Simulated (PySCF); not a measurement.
# [Tm(H2O)4]3+: other functionals and bases at one geometry

The task here is to estimate one member of a computed series from the others.

Computed with PySCF 2.14.0. Level: several levels, as the steps say, no spin–orbit coupling.

1 further run of the same task is left out (for a known fault of the program).

## Starting geometry

13 atoms, charge 3, spin multiplicity 1.

Bond lengths: Tm1–O2 2.236 Å, Tm1–O5 2.236 Å, Tm1–O8 2.236 Å, Tm1–O11 2.236 Å, O2–H3 0.985 Å, O2–H4 0.985 Å, O5–H6 0.985 Å, O5–H7 0.985 Å, O8–H9 0.985 Å, O8–H10 0.985 Å, O11–H12 0.985 Å, O11–H13 0.985 Å. Angles: O2–Tm1–O5 110.4°, O2–Tm1–O8 107.5°, O2–Tm1–O11 110.4°, O5–Tm1–O8 110.4°, O5–Tm1–O11 107.5°, O8–Tm1–O11 110.4°, Tm1–O2–H3 128.4°, Tm1–O2–H4 128.3°, H3–O2–H4 103.3°, Tm1–O5–H6 128.3°, Tm1–O5–H7 128.4°, H6–O5–H7 103.3°, Tm1–O8–H9 128.3°, Tm1–O8–H10 128.4°, H9–O8–H10 103.3°, Tm1–O11–H12 128.4°, Tm1–O11–H13 128.3°, H12–O11–H13 103.3°.

Geometry (Å):

```
Tm   -0.00005    0.00000    0.00000
O     1.32132    1.30768    1.24206
H     2.12238    1.05506    1.75637
H     1.24601    2.27689    1.40008
O    -1.32152   -1.24198    1.30765
H    -1.24592   -1.40023    2.27695
H    -2.12225   -1.75654    1.05510
O     1.32132   -1.30768   -1.24206
H     1.24601   -2.27689   -1.40008
H     2.12238   -1.05506   -1.75637
O    -1.32152    1.24198   -1.30765
H    -2.12225    1.75654   -1.05510
H    -1.24592    1.40023   -2.27695
```

Formal oxidation states: Tm +3. Each metal's 12 4f electrons lie in its core potential, so multiplicities, spins and levels count the valence alone. An earlier session relaxed this geometry at PBE0, Tm lcecp-1-SVP with ECP58, O def2-SVP, H def2-SVP (singlet, point group D2).

At PBE0 on the finer grid: E = -343.009096 Eh, HOMO -24.59 eV, LUMO -15.07 eV, Mulliken charge on Tm1 +1.71 e, largest force component 0.006 eV/Å. 

Levels to run: CAM-B3LYP; M06-L; PBE0, TZVP. Hardware: 2 threads of Arm Neoverse V2, shared host.

Set-up of the first run:

Input file run.py (the lines that set the calculation):

```python
mol = gto.M(atom='''
Tm    -0.00005     0.00000     0.00000
O      1.32132     1.30768     1.24206
H      2.12238     1.05506     1.75637
H      1.24601     2.27689     1.40008
O     -1.32152    -1.24198     1.30765
H     -1.24592    -1.40023     2.27695
H     -2.12225    -1.75654     1.05510
O      1.32132    -1.30768    -1.24206
H      1.24601    -2.27689    -1.40008
H      2.12238    -1.05506    -1.75637
O     -1.32152     1.24198    -1.30765
H     -2.12225     1.75654    -1.05510
H     -1.24592     1.40023    -2.27695''',
    basis={'Tm': 'lcecp-1-SVP', 'O': 'def2-SVP', 'H': 'def2-SVP'},
    ecp={'Tm': 'lcecp-1-SVP'},
    charge=3, spin=0)
mf = dft.RKS(mol, xc='CAMB3LYP')
mf.grids.atom_grid = (75, 302)  # f atoms: unpruned, at least (60, 302)
mf = mf.density_fit()  # fitting sets: Tm AutoAux, O def2-universal-JKFIT, H def2-universal-JKFIT
mf.conv_tol = 1e-08; mf.max_cycle = 55
mf.kernel(dm0)  # dm0: the density of the relaxed state
```

Started as:

```
$ OMP_NUM_THREADS=2 python run.py
```

Steps of the session up to this table: CAM-B3LYP; M06-L; PBE0, TZVP.

One of the session's tables, all rows but one given; the rest of the session is left out.

```
              level  HOMO (eV)  gap (eV)  charge on Tm1 (e)  largest force component (eV/Å)
PBE0 (relaxed here)     -24.59      9.52               1.71                            0.01
          CAM-B3LYP     -26.11     12.22               1.67                            0.14
              M06-L     -23.14      7.52               1.82                            0.05
         PBE0, TZVP          ?         ?                  ?                               ?
```

Estimate the missing values for PBE0, TZVP.

**Answer.** HOMO (eV): -24.58; gap (eV): 9.61; charge on Tm1 (e): 2.08; largest force component (eV/Å): 0.25. In the column «HOMO (eV)» it lies between PBE0 (relaxed here) (-24.59) and M06-L (-23.14).

In one basis the HOMO–LUMO gap runs from 7.52 eV (M06-L) to 12.22 eV (CAM-B3LYP). The largest leftover force, 0.25 eV/Å with PBE0, TZVP, stands at a geometry relaxed at another level. With 4f in the core, its levels are missing from HOMO and gap, and its count is fixed, so no charge can pass from the ligands into it. Total energies of different levels can't be compared.
